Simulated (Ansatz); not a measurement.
# SiH3O4 (SMILES [O][Si](O)(O)O) at UB3LYP/6-31G(d) (Cartesian functions)

Aim: the vertical doublet–quartet gap of SiH3O4 at UB3LYP/6-31G* (Cartesian functions), from 2 runs. 

Program for the calculation: Ansatz 0.2.0.

60 further runs of the same task are left out: 4 that didn't finish, 56 set aside as unsound or not needed. Runs told in other sessions of the task aren't counted.

**1. The system as given**

SiH3O4 has 8 atoms, charge 0, and is taken as a doublet. SMILES: `[O][Si](O)(O)O`. The coordinates come from a PBE0-D4/def2-TZVP relaxation. This is one conformer, not always the lowest.

Bond lengths: O1–Si2 1.656 Å, Si2–O3 1.631 Å, Si2–O4 1.622 Å, Si2–O5 1.624 Å, O3–H6 0.959 Å, O4–H7 0.959 Å, O5–H8 0.958 Å. Angles: O1–Si2–O3 102.2°, O1–Si2–O4 107.0°, O1–Si2–O5 116.5°, O3–Si2–O4 116.6°, O3–Si2–O5 108.2°, O4–Si2–O5 106.6°, Si2–O3–H6 117.6°, Si2–O4–H7 116.9°, Si2–O5–H8 118.2°.

**2. A single-point energy at UB3LYP/6-31G(d) (Cartesian functions)**

Contents of molecule.yaml:

```yaml
crystal:
  periodic: [false, false, false]
  atoms:
    - {symbol: O, position_ang: [-1.417600, 0.247800, 1.193000]}
    - {symbol: Si, position_ang: [-0.195800, 0.058700, 0.091000]}
    - {symbol: O, position_ang: [1.117100, -0.067300, 1.049800]}
    - {symbol: O, position_ang: [-0.249900, 1.339100, -0.902700]}
    - {symbol: O, position_ang: [-0.266300, -1.263500, -0.849700]}
    - {symbol: H, position_ang: [1.271400, 0.633000, 1.686700]}
    - {symbol: H, position_ang: [-0.094000, 1.173100, -1.833800]}
    - {symbol: H, position_ang: [-0.165000, -2.120800, -0.434300]}
basis:
  gaussian:
    orbitals: "6-31G*"
magnetization:
  spin_polarized: true
  initial_magnetization: 1
hamiltonian:
  xc: {name: B3LYP}
accuracy: high
output: {orbitals: {seedname: orbitals}}
```

Started as:

```bash
$ ansatz run molecule.yaml --threads 1 --pin off --max-ram 3480MiB --events-out events.jsonl --progress --plain --runs-dir runs
```

The program printed:

```text
Warning: RAYON_NUM_THREADS=1 ignored (pool sized by the plan → 1); use --threads N
Functional definition: B3LYP
  name "B3LYP"
  parameter a0 = 0.2
  parameter ax = 0.72
  parameter ac = 0.81
  exchange = (1 - a0 - ax)*slater_x + ax*b88_x + a0*exact_x
  correlation = (1 - ac)*vwn_rpa_c + ac*lyp_c
1797 factors; integrals over basis functions are off by at most 3.2e-9 eV
mean field evaluation 1: about -16105.7351 eV, gradient 5.7e1 eV
mean field evaluation 2: about -16094.6985 eV, gradient 8.0e1 eV
mean field evaluation 4: about -16116.5561 eV, gradient 2.5e0 eV
mean field evaluation 8: about -16116.7090 eV, gradient 4.2e-1 eV
mean field evaluation 16: about -16116.7107 eV, gradient 1.5e-2 eV
mean field evaluation 32: about -16116.7108 eV, gradient 6.4e-6 eV
mean field -16116.71084012 eV, -592.2781990754 hartree, gradient 4.7e-8 eV, S^2 0.752916; 2 other end points of the search recorded, 0 dependent functions left out
reference -16116.71087707 eV, -592.2782004334 hartree; 25, 24 occupied and 60, 61 virtual orbitals, 1797 factors
Total energy: -16116.71087707 eV, -592.2782004334 hartree
```

It took 24 s on 1 thread of Arm Neoverse V2, shared host; peak memory 0.4 GiB.

**3. The quartet at the same level**

Contents of job.yaml:

```yaml
crystal:
  periodic: [false, false, false]
  atoms:
    - symbol: O
      position_ang: [-1.417600, 0.247800, 1.193000]
    - symbol: Si
      position_ang: [-0.195800, 0.058700, 0.091000]
    - symbol: O
      position_ang: [1.117100, -0.067300, 1.049800]
    - symbol: O
      position_ang: [-0.249900, 1.339100, -0.902700]
    - symbol: O
      position_ang: [-0.266300, -1.263500, -0.849700]
    - symbol: H
      position_ang: [1.271400, 0.633000, 1.686700]
    - symbol: H
      position_ang: [-0.094000, 1.173100, -1.833800]
    - symbol: H
      position_ang: [-0.165000, -2.120800, -0.434300]
basis:
  gaussian:
    orbitals: "6-31G*"
magnetization:
  spin_polarized: true
  initial_magnetization: 3
hamiltonian:
  xc: {name: B3LYP}
accuracy: high
output: {orbitals: {seedname: orbitals}}
```

Started as:

```bash
$ ansatz run job.yaml --threads 1 --pin off --max-ram 3480MiB --events-out events.jsonl --progress --plain --runs-dir runs
```

The program printed, shortened:

```text
Warning: RAYON_NUM_THREADS=1 ignored (pool sized by the plan → 1); use --threads N
[... 7 set-up lines as earlier in the session ...]
1797 factors; integrals over basis functions are off by at most 3.2e-9 eV
mean field evaluation 1: about -16095.9495 eV, gradient 6.0e1 eV
mean field evaluation 2: about -16036.6429 eV, gradient 1.3e2 eV
mean field evaluation 4: about -16104.4382 eV, gradient 3.1e1 eV
mean field evaluation 8: about -16108.7465 eV, gradient 7.1e-1 eV
mean field evaluation 16: about -16108.9132 eV, gradient 2.2e-1 eV
mean field evaluation 32: about -16108.9182 eV, gradient 1.9e-3 eV
mean field evaluation 64: about -16108.7446 eV, gradient 1.2e0 eV
mean field -16108.91821686 eV, -591.9918254528 hartree, gradient 3.9e-8 eV, S^2 3.763014; 6 other end points of the search recorded, 0 dependent functions left out
reference -16108.91825537 eV, -591.9918268679 hartree; 26, 23 occupied and 59, 62 virtual orbitals, 1797 factors
Total energy: -16108.91825537 eV, -591.9918268679 hartree
```

Wall time 35 s (1 thread of Arm Neoverse V2, shared host); peak memory 0.42 GiB.

**4. Outcome**

At UB3LYP/6-31G* (Cartesian functions):

| quantity | value |
| --- | --- |
| doublet: total energy | -592.27820 Eh |
| doublet: HOMO energy (highest over α and β) | -8.34 eV |
| doublet: LUMO energy (lowest over α and β) | -4.74 eV |
| doublet: ⟨S²⟩ | 0.753 |
| quartet: total energy | -591.99183 Eh |
| quartet: HOMO energy (highest over α and β) | -1.16 eV |
| quartet: ⟨S²⟩ | 3.763 |
| vertical energy of the quartet above the doublet | 7.793 eV |

In words: At this shape the quartet lies 7.79 eV (180 kcal/mol) above the doublet.
